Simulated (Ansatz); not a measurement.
# C₃H₉AlO₂: taking an electron away

The task here is to estimate one member of a computed series from the others.

Program: Ansatz 0.2.0, Gaussian basis. Level of theory: unrestricted cation, the program's frozen cores in correlated methods. These are calculated values, not measurements.

The runs, in order: UKS PBE-D4/def2-TZVPP; UKS r2SCAN-D4/def2-TZVPP; UKS PBE0-D4/def2-TZVPP; UKS B3LYP-D4/def2-TZVPP; UKS wB97X-V/def2-TZVPP; UKS wB97M-V/def2-TZVPP; UKS B2PLYP/def2-TZVPP; UHF-CCSD(T)/def2-TZVPP; UHF-MP2/def2-QZVPP; extrapolation to the limit; then −ε(HOMO) from the neutral's earlier runs with LDA (SPW92), PBE-D4, revPBE-D4, BLYP-D4, r2SCAN-D4, B97M-V, PBE0-D4, B3LYP-D4, r2SCANh-D4, r2SCAN0-D4, HSE06-D4, BHLYP-D4, CAM-B3LYP-D4, LC-ωPBE, ωB97X-V, ωB97M-V.

### Structure used throughout

All runs share one geometry, relaxed beforehand with PBE0-D4 in a triple-zeta def2 set.

15 atoms, charge 0, spin multiplicity 1.

Atoms are counted from 1 here; the program's logs count them from 0.

Bond lengths: C1–C2 1.530 Å, C1–H7 1.094 Å, C1–H8 1.094 Å, C1–H9 1.097 Å, C2–C3 1.531 Å, C2–Al4 1.955 Å, C2–H10 1.097 Å, C3–H11 1.094 Å, C3–H12 1.097 Å, C3–H13 1.094 Å, Al4–O5 1.699 Å, Al4–O6 1.699 Å, O5–H14 0.955 Å, O6–H15 0.954 Å. Angles: C2–C1–H7 111.5°, C2–C1–H8 112.5°, C2–C1–H9 110.9°, H7–C1–H8 107.3°, H7–C1–H9 107.2°, H8–C1–H9 107.2°, C1–C2–C3 110.4°, C1–C2–Al4 112.0°, C1–C2–H10 108.4°, C3–C2–Al4 111.2°, C3–C2–H10 108.1°, Al4–C2–H10 106.5°, C2–C3–H11 111.5°, C2–C3–H12 110.9°, C2–C3–H13 112.5°, H11–C3–H12 106.9°, H11–C3–H13 107.5°, H12–C3–H13 107.2° and more.

Set-up of the first run:

Input file in.yaml:

```yaml
crystal:
  periodic: [false, false, false]
  atoms:
    - {symbol: C, position_ang: [-0.769179, -0.406138, 1.527328]}
    - {symbol: C, position_ang: [-0.033358, -0.681634, 0.214985]}
    - {symbol: C, position_ang: [1.472746, -0.804487, 0.463174]}
    - {symbol: Al, position_ang: [-0.419675, 0.673111, -1.140312]}
    - {symbol: O, position_ang: [-0.945800, 0.194234, -2.682652]}
    - {symbol: O, position_ang: [-0.192516, 2.302216, -0.715840]}
    - {symbol: H, position_ang: [-0.487682, 0.563627, 1.948254]}
    - {symbol: H, position_ang: [-1.856299, -0.405513, 1.405335]}
    - {symbol: H, position_ang: [-0.527044, -1.167732, 2.278960]}
    - {symbol: H, position_ang: [-0.390438, -1.637054, -0.189369]}
    - {symbol: H, position_ang: [1.896272, 0.133941, 0.834432]}
    - {symbol: H, position_ang: [1.682840, -1.571289, 1.219088]}
    - {symbol: H, position_ang: [2.025168, -1.080902, -0.439835]}
    - {symbol: H, position_ang: [-1.144289, 0.782714, -3.407765]}
    - {symbol: H, position_ang: [-0.332546, 3.054406, -1.286382]}
basis:
  gaussian: {orbitals: def2-TZVPP}
total_charge: 1
magnetization: {spin_polarized: true, initial_magnetization: 1}
hamiltonian: {xc: pbe, dispersion: d4}
```

On the command line:

```console
$ ansatz run in.yaml --threads 2 --pin off --events-out ev --progress --plain --max-ram 32768MiB --backend cuda --devices 0, --max-vram 18GiB
```

Steps of the session up to this table: Cation, UKS PBE-D4/def2-TZVPP; Cation, UKS r2SCAN-D4/def2-TZVPP; Cation, UKS PBE0-D4/def2-TZVPP; Cation, UKS B3LYP-D4/def2-TZVPP; Cation, UKS wB97X-V/def2-TZVPP; Cation, UKS wB97M-V/def2-TZVPP; Cation, UKS B2PLYP (frozen core)/def2-TZVPP; Cation, UHF-CCSD(T)/def2-TZVPP; Cation, UHF-MP2/def2-QZVPP.

One table of the session follows, with a row left open; its other results are not shown here.

It belongs to the step «Ionisation energies side by side». For comparison, −ε(HOMO) of the neutral from earlier runs:

| functional | −ε(HOMO) (eV) |
| --- | --- |
| LDA (SPW92) | 6.27 |
| PBE-D4 | 6.17 |
| revPBE-D4 | 6.11 |
| BLYP-D4 | 6.07 |
| r2SCAN-D4 | 6.35 |
| B97M-V | 6.46 |
| PBE0-D4 | 7.40 |
| B3LYP-D4 | 7.21 |
| r2SCANh-D4 | 6.82 |
| r2SCAN0-D4 | 7.52 |
| HSE06-D4 | 6.99 |
| BHLYP-D4 | ? |
| CAM-B3LYP-D4 | 8.77 |
| LC-ωPBE | 10.08 |
| ωB97X-V | 9.75 |
| ωB97M-V | 9.63 |

**Question.** Estimate the row for BHLYP-D4.

Worked estimate for «−ε(HOMO) (eV)». Against the share of exact exchange, BLYP-D4 (0, 6.07), B3LYP-D4 (0.2, 7.21) give a slope of 5.70 per unit share; at 0.5 the line stands at 8.92.

**Answer.** −ε(HOMO) (eV): 8.58. In «−ε(HOMO) (eV)» the line misses by +0.34.
